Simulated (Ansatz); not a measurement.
**Ge₂H₇ (doublet): wave-function methods side by side at distance Ge1–H5 along a hydrogen transfer = 1.534 Å, cc-pVDZ**

The task here is to estimate one member of a computed series from the others.

Program: Ansatz 0.2.0, Gaussian basis. Level of theory: cc-pVDZ, core rule «outside noble gas», up to 28 orbitals frozen. These are calculated values, not measurements.

The runs, in order: UHF; CCSD(T) on ROHF; CCSD(T) on UHF; BCCD(T) on ROHF; CISD; CCSDT(Q) on ROHF; CCSDT(Q) on UHF; CASSCF and MRCISD+Q, 3 electrons in 3 orbitals; CASSCF and NEVPT2, 3 electrons in 3 orbitals; CASSCF and MRCISD+Q, 9 electrons in 9 orbitals; CASSCF and NEVPT2, 9 electrons in 9 orbitals.

## The system

The geometry derives from fragments relaxed apart (PBE0/def2-TZVP) and kept rigid, so it is no stationary point. A hydrogen atom is moved between rigid fragments. No spin-orbit coupling is included. The filled d shell of Ge may be among the frozen orbitals whatever the setting's name suggests; the logs give the count.

9 atoms, charge 0, spin multiplicity 2.

Atoms are counted from 1 here; the program's logs count them from 0.

Bond lengths: Ge1–H2 1.534 Å, Ge1–H3 1.534 Å, Ge1–H4 1.534 Å, Ge1–H5 1.534 Å, H5–Ge6 1.905 Å, Ge6–H7 1.539 Å, Ge6–H8 1.539 Å, Ge6–H9 1.539 Å. Angles: H2–Ge1–H3 109.5°, H2–Ge1–H4 109.5°, H2–Ge1–H5 109.5°, H3–Ge1–H4 109.5°, H3–Ge1–H5 109.5°, H4–Ge1–H5 109.5°, Ge1–H5–Ge6 180.0°, H5–Ge6–H7 107.7°, H5–Ge6–H8 107.7°, H5–Ge6–H9 107.7°, H7–Ge6–H8 111.2°, H7–Ge6–H9 111.2°, H8–Ge6–H9 111.2°.

Set-up of the first run:

Input file in.yaml:

```yaml
crystal:
  periodic: [false, false, false]
  atoms:
    - {symbol: Ge, position_ang: [-1.717426, 0.000000, 0.000000]}
    - {symbol: H, position_ang: [-2.228876, 1.446599, 0.000000]}
    - {symbol: H, position_ang: [-2.228876, -0.723300, 1.252792]}
    - {symbol: H, position_ang: [-2.228876, -0.723299, -1.252791]}
    - {symbol: H, position_ang: [-0.183076, 0.000000, 0.000000]}
    - {symbol: Ge, position_ang: [1.721574, 0.000000, 0.000000]}
    - {symbol: H, position_ang: [2.190243, -1.465915, 0.000000]}
    - {symbol: H, position_ang: [2.190243, 0.732958, -1.269519]}
    - {symbol: H, position_ang: [2.190243, 0.732957, 1.269519]}
basis:
  gaussian: {orbitals: cc-pVDZ}
magnetization: {spin_polarized: true, initial_magnetization: 1}
hamiltonian: {xc: hf}
output: {orbitals: {seedname: orbitals}}
```

Command:

```
ansatz run in.yaml --threads 1 --pin off --events-out ev --progress --plain --max-ram 4096MiB --backend cpu
```

Steps of the session up to this table: UHF; CCSD(T) on ROHF; CCSD(T) on UHF; BCCD(T) on ROHF; CISD; CCSDT(Q) on ROHF; CCSDT(Q) on UHF; CASSCF and MRCISD+Q, 3 electrons in 3 orbitals; CASSCF and NEVPT2, 3 electrons in 3 orbitals; CASSCF and MRCISD+Q, 9 electrons in 9 orbitals; CASSCF and NEVPT2, 9 electrons in 9 orbitals.

One of the session's tables, all rows but one given; the rest of the session is left out.

It belongs to the step «Misses and costs». 

```
           method  from UCCSDT(Q) (meV)
             ROHF               +7612.8
              UHF               +7517.6
             RMP2               +1671.9
             UMP2                     ?
             CISD                +948.9
            RCCSD                +194.6
            UCCSD                +189.8
         RCCSD(T)                 +41.5
         UCCSD(T)                 +38.5
          BCCD(T)                 +41.0
           RCCSDT                  +8.0
           UCCSDT                  +4.4
        RCCSDT(Q)                  +3.7
        UCCSDT(Q)                     0
  CASSCF frontier               +5963.4
  NEVPT2 frontier               +1540.4
  MRCISD frontier                +603.2
MRCISD+Q frontier                 +54.5
```

Estimate the missing values for UMP2.

As computed: from UCCSDT(Q) (meV): +1677.2. In the column «from UCCSDT(Q) (meV)» it lies between RMP2 (+1671.9) and CASSCF frontier (+5963.4).

Limits of these values: Left out of the table: CASSCF pair, NEVPT2 pair, MRCISD pair, MRCISD+Q pair (the active space lost an orbital or holds another state than full CI finds). Restricted and unrestricted rows rest on different reference determinants; where their highest levels disagree by more than a few hundredths of an eV, they describe different states and don't form one ladder. Warnings in the runs' records: passed over end.
